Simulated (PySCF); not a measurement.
# H10NiO5 ([Ni(H2O)5]2+): the cost of one run

Computed with PySCF 2.14.0 and routines of our own; the level stands in each step. Atoms count from 0.

## (1) The system as given

16 atoms, charge 2, states of the metal's open shell are computed; geometry from: model geometry, bond lengths from ionic radii.

## (2) Ligand-field states: state-averaged CASSCF

Job settings and geometry (Å):

```
{"job": {"kind": "lf", "basis": {"metal": "x2c-TZVPall", "ligand": "x2c-SVPall"}, "nevpt": true}, "charge": 2, "metal": "Ni", "open_shell": "d8"}
Ni     0.000000     0.000000     0.000000
O      0.000000     0.000000     1.990000
H      0.775000     0.000000     2.565000
H     -0.775000     0.000000     2.565000
O      1.959767     0.000000    -0.345560
H      2.526032     0.775000    -0.445408
H      2.526032    -0.775000    -0.445408
O     -1.959767     0.000000    -0.345560
H     -2.526032    -0.775000    -0.445408
H     -2.526032     0.775000    -0.445408
O      0.000000     1.959767    -0.345560
H     -0.775000     2.526032    -0.445408
H      0.775000     2.526032    -0.445408
O     -0.000000    -1.959767    -0.345560
H      0.775000    -2.526032    -0.445408
H     -0.775000    -2.526032    -0.445408
```

Method: state-averaged CASSCF of the metal d shell, SC-NEVPT2 on the averaged canonical orbitals, state-interaction spin-orbit coupling.

Started as:

```
$ OMP_NUM_THREADS=1 python lf_run.py task.json out
```

The driver reads the jobs from task.json and runs them one after another.

**Question.** How long does this first job take on 1 thread of Arm Neoverse N1, shared host, and how much memory does it need?

About 22 s, with a peak of 0.38 GiB.
